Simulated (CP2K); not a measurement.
**One shape, several levels: CH2NSn (SMILES N#[C][SnH2])**

Wanted: a comparison of 4 runs (AM1, PM3, GFN2-xTB, GFN1-xTB) of CH2NSn. 

The results are computed with CP2K 2026.2.

1 further run of the same task is left out (set aside as unsound or not needed).

**1. Starting point**

The species is CH2NSn (5 atoms), meant as a doublet with charge 0. SMILES: `N#[C][SnH2]`. The Sn3–H4 distance was set to 2.223 Å, away from the relaxed value.

Bond lengths: N1–C2 1.154 Å, C2–Sn3 2.115 Å, Sn3–H5 1.710 Å. Angles: N1–C2–Sn3 175.8°, C2–Sn3–H5 105.7°.

**2. A single-point energy at AM1 (run 1)**

File qs.inp:

```
&GLOBAL
 PROJECT qs
 RUN_TYPE ENERGY
 PRINT_LEVEL MEDIUM
&END GLOBAL

&FORCE_EVAL
 METHOD QUICKSTEP
 &DFT
  CHARGE 0
  MULTIPLICITY 2
  UKS T
  ! Quickstep
  &QS
   METHOD AM1
   EPS_DEFAULT 1.0E-10
   &SE
    &COULOMB
     CUTOFF [angstrom] 50
     RC_RANGE [angstrom] 0
    &END COULOMB
    &EXCHANGE
     CUTOFF [angstrom] 50
     RC_RANGE [angstrom] 0
    &END EXCHANGE
   &END SE
  &END QS
  &POISSON
   PERIODIC NONE
   POISSON_SOLVER ANALYTIC
  &END POISSON
  ! self-consistent field
  &SCF
   SCF_GUESS ATOMIC
   EPS_SCF 1.0E-07
   MAX_SCF 100
   ADDED_MOS 4
   &DIAGONALIZATION
    ALGORITHM STANDARD
   &END DIAGONALIZATION
   &MIXING
    METHOD DIRECT_P_MIXING
    ALPHA 0.4
   &END MIXING
  &END SCF
  &PRINT
   &MOMENTS
    PERIODIC F
    REFERENCE COM
    MAX_MOMENT 1
   &END MOMENTS
   &MO ON
    ENERGIES T
    OCCUPATION_NUMBERS T
    NDIGITS 6
    &EACH
     QS_SCF 0
    &END EACH
    ADD_LAST NUMERIC
   &END MO
   &HIRSHFELD OFF
   &END HIRSHFELD
  &END PRINT
 &END DFT
 &SUBSYS
  &CELL
   ABC [angstrom] 19 19.5 18.9
   PERIODIC NONE
  &END CELL
  &COORD
   N     10.989888     8.009950    10.919459
   C     10.662088     8.694150    10.049859
   Sn    10.165688     9.876750     8.367559
   H      8.010112     9.495972     7.980541
   H     10.505088    11.490050     8.821259
  &END COORD
 &END SUBSYS
&END FORCE_EVAL
```

Started as:

```console
$ OMP_NUM_THREADS=1 cp2k.psmp -i qs.inp -o qs.out
```

Standard output:

```text
CP2K| version string:                                       CP2K version 2026.2
[...]
 GLOBAL| Method name                                                        CP2K
[...]
 GLOBAL| Run type                                                         ENERGY
[...]
                             - Atoms:                                          5
[...]
                             - Spherical basis functions:                     14
[...]
 Number of electrons:                                                          8
[...]
     1 P_Mix/Diag. 0.40E+00    0.0     0.46862990       -12.7831471127 -1.28E+01
[...]
    44 DIIS/Diag.  0.78E-07    0.0     0.00000010       -16.2663954083 -7.46E-14
  *** SCF run converged in    44 steps ***
  Core-core repulsion energy [eV]:                            492.42851366302079
  Core Hamiltonian energy [eV]:                              -686.66889528952254
  Two-electron integral energy [eV]:                         -496.78149558125750
  Electronic energy [eV]:                                    -935.05964308015132
  Total energy [eV]:                                         -442.63112941713047
  Atomic reference energy [eV]:                               446.66538041532186
  Heat of formation [kcal/mol]:                                93.03204548059080
[...]
 SE_DIPOLE| Moment [Debye]          0.74411796      -1.68461455       3.44708905
 SE_DIPOLE| Derivative [a.u.]       0.00000000       0.00000000       0.00000000
 ENERGY| Total FORCE_EVAL ( QS ) energy [hartree]            -16.266395408276274
[...]
```

Run time: 0.34 s. Hardware: 1 thread of Arm Neoverse V1, shared host.

**3. A single-point energy at PM3 (run 2)**

File molecule.xyz:

```xyz
5

N      1.331276    -1.447822     1.754918
C      1.003476    -0.763622     0.885318
Sn     0.507076     0.418978    -0.796982
H     -1.648500     0.038200    -1.184000
H      0.846476     2.032278    -0.343282
```

File molecule.inp:

```
&GLOBAL
  PROJECT molecule
  RUN_TYPE ENERGY
  PRINT_LEVEL MEDIUM
&END GLOBAL

&FORCE_EVAL
  METHOD Quickstep
  &DFT
    CHARGE 0
    MULTIPLICITY 2
    UKS T
    &QS
      METHOD PM3
      EPS_DEFAULT 1.0E-10
      &SE
        &COULOMB
          CUTOFF [angstrom] 50
          RC_RANGE [angstrom] 0
        &END COULOMB
        &EXCHANGE
          CUTOFF [angstrom] 50
          RC_RANGE [angstrom] 0
        &END EXCHANGE
      &END SE
    &END QS
    &POISSON
      PERIODIC NONE
      POISSON_SOLVER ANALYTIC
    &END POISSON
    &SCF
      SCF_GUESS ATOMIC
      EPS_SCF 1.0E-06
      MAX_SCF 150
      ADDED_MOS 8
      &DIAGONALIZATION
        ALGORITHM STANDARD
      &END DIAGONALIZATION
      &MIXING
        METHOD DIRECT_P_MIXING
        ALPHA 0.4
      &END MIXING
    &END SCF
    &PRINT
      &MOMENTS
        PERIODIC F
        REFERENCE COM
        MAX_MOMENT 1
      &END MOMENTS
      &MO ON
        ENERGIES T
        OCCUPATION_NUMBERS T
        NDIGITS 6
        &EACH
          QS_SCF 0
        &END EACH
        ADD_LAST NUMERIC
      &END MO
      &HIRSHFELD OFF
      &END HIRSHFELD
    &END PRINT
  &END DFT
  &SUBSYS
    &CELL
      ABC [angstrom] 19 19.5 18.9
      PERIODIC NONE
    &END CELL
    &TOPOLOGY
      COORD_FILE_NAME molecule.xyz
      COORD_FILE_FORMAT XYZ
      &CENTER_COORDINATES
      &END CENTER_COORDINATES
    &END TOPOLOGY
  &END SUBSYS
&END FORCE_EVAL
```

Started as:

```console
$ OMP_NUM_THREADS=1 cp2k.psmp -i molecule.inp -o molecule.out
```

Standard output:

```text
CP2K| version string:                                       CP2K version 2026.2
[...]
 GLOBAL| Method name                                                        CP2K
[...]
 GLOBAL| Run type                                                         ENERGY
[...]
 *** WARNING in qs_environment.F:2191 :: More ADDED_MOs requested for beta ***
 *** spin than available.                                                  ***
[...]
                             - Atoms:                                          5
[...]
                             - Spherical basis functions:                     14
[...]
 Number of electrons:                                                          8
[...]
     1 P_Mix/Diag. 0.40E+00    0.0     0.47391667       -11.1324476016 -1.11E+01
[...]
    29 DIIS/Diag.  0.38E-06    0.0     0.00000072       -14.3181420854  1.23E-12
  *** SCF run converged in    29 steps ***
  Core-core repulsion energy [eV]:                            483.17509725475674
  Core Hamiltonian energy [eV]:                              -593.70940908034152
  Two-electron integral energy [eV]:                         -558.16429714647495
  Electronic energy [eV]:                                    -872.79155765357905
  Total energy [eV]:                                         -389.61646039882226
  Atomic reference energy [eV]:                               393.83834891532183
  Heat of formation [kcal/mol]:                                97.35906978942444
[...]
 SE_DIPOLE| Moment [Debye]          0.61911720      -2.01417855       2.95507174
 SE_DIPOLE| Derivative [a.u.]       0.00000000       0.00000000       0.00000000
 ENERGY| Total FORCE_EVAL ( QS ) energy [hartree]            -14.318142085410635
[...]
```

Run time: 0.3 s. Hardware: 1 thread of Arm Neoverse V1, shared host.

Run 3 isn't shown in full; the table further down has it.

**4. A single-point energy at GFN1-xTB (run 4)**

File gas.inp:

```
&GLOBAL
  PROJECT gas
  RUN_TYPE ENERGY
  PRINT_LEVEL MEDIUM
&END GLOBAL
&FORCE_EVAL
  METHOD QS
  &DFT
    MULTIPLICITY 2
    LSD T
    # Quickstep
    &QS
      METHOD XTB
      EPS_DEFAULT 1.0E-10
      &XTB
        GFN_TYPE 1
        CHECK_ATOMIC_CHARGES F
      &END XTB
    &END QS
    &POISSON
      PERIODIC NONE
      POISSON_SOLVER ANALYTIC
    &END POISSON
    # SCF settings
    &SCF
      SCF_GUESS ATOMIC
      EPS_SCF 1.0E-07
      MAX_SCF 80
      &DIAGONALIZATION
        ALGORITHM STANDARD
      &END DIAGONALIZATION
      &MIXING
        METHOD BROYDEN_MIXING
        ALPHA 0.2
        NBUFFER 8
      &END MIXING
    &END SCF
    # extra output
    &PRINT
      &MOMENTS
        PERIODIC F
        REFERENCE COM
        MAX_MOMENT 1
      &END MOMENTS
      &MO ON
        ENERGIES T
        OCCUPATION_NUMBERS T
        NDIGITS 6
        &EACH
          QS_SCF 0
        &END EACH
        ADD_LAST NUMERIC
      &END MO
      &HIRSHFELD OFF
      &END HIRSHFELD
    &END PRINT
  &END DFT
  &SUBSYS
    # vacuum box
    &CELL
      ABC 19 19.5 18.9
      PERIODIC NONE
    &END CELL
    &COORD
      N      1.331276    -1.447822     1.754918
      C      1.003476    -0.763622     0.885318
      Sn     0.507076     0.418978    -0.796982
      H     -1.648500     0.038200    -1.184000
      H      0.846476     2.032278    -0.343282
    &END COORD
    &TOPOLOGY
      &CENTER_COORDINATES
      &END CENTER_COORDINATES
    &END TOPOLOGY
  &END SUBSYS
&END FORCE_EVAL
```

Started as:

```console
$ OMP_NUM_THREADS=1 cp2k.psmp gas.inp > gas.out
```

Standard output:

```text
CP2K| version string:                                       CP2K version 2026.2
[...]
 GLOBAL| Method name                                                        CP2K
[...]
 GLOBAL| Run type                                                         ENERGY
[...]
                             - Atoms:                                          5
[...]
                             - Spherical basis functions:                     21
[...]
 Number of electrons:                                                          8
[...]
     1 NoMix/Diag. 0.20E+00    0.0     0.55246312        -8.6026690881 -8.60E+00
[...]
    33 Broy./Diag. 0.20E+00    0.0     0.00000001        -8.7294015773 -4.78E-07
  *** SCF run converged in    33 steps ***
[...]
 TB_DIPOLE| Moment [Debye]         -0.15049309       1.70538311      -1.90288911
 TB_DIPOLE| Derivative [a.u.]       0.00000000       0.00000000       0.00000000
[...]
 ENERGY| Total FORCE_EVAL ( QS ) energy [hartree]             -8.729401577328275
[...]
```

It took 0.38 s on 1 thread of Arm Neoverse V1, shared host.

**5. All runs side by side**

| run | level | SCF convergence threshold | iteration cap | energy (Eh) | dipole moment (D) | HOMO energy (eV) | LUMO energy (eV) | wall time |
| --- | --- | --- | --- | --- | --- | --- | --- | --- |
| 1 | AM1 | 1e-07 | 100 | -16.266395 | 3.91 | -9.74 | -1.81 | 0.34 s |
| 2 | PM3 | 1e-06 | 150 | -14.318142 | 3.63 | -10.12 | -2.90 | 0.3 s |
| 3 | GFN2-xTB | 1e-07 | 150 | -8.071191 | 2.18 | -10.58 | -10.03 | 0.32 s |
| 4 | GFN1-xTB | 1e-07 | 80 | -8.729402 | 2.56 | -10.78 | – | 0.38 s |

**6. Summary of results**

| quantity | value |
| --- | --- |
| run 4: total energy | -8.72940 Eh |
| run 4: dipole moment (from atomic charges alone) | 2.56 D |
| run 4: HOMO energy (highest over α and β) | -10.78 eV |
| run 4: dispersion energy | -3.70 kJ/mol |

In words: The dipole moment (its size) runs from 2.18 D (GFN2-xTB) to 3.91 D (AM1). Some of these are taken from atomic charges alone. Force-field and semi-empirical energies have zeros of their own, so their totals don't compare. All runs together took 1.3 s, the longest 0.38 s.
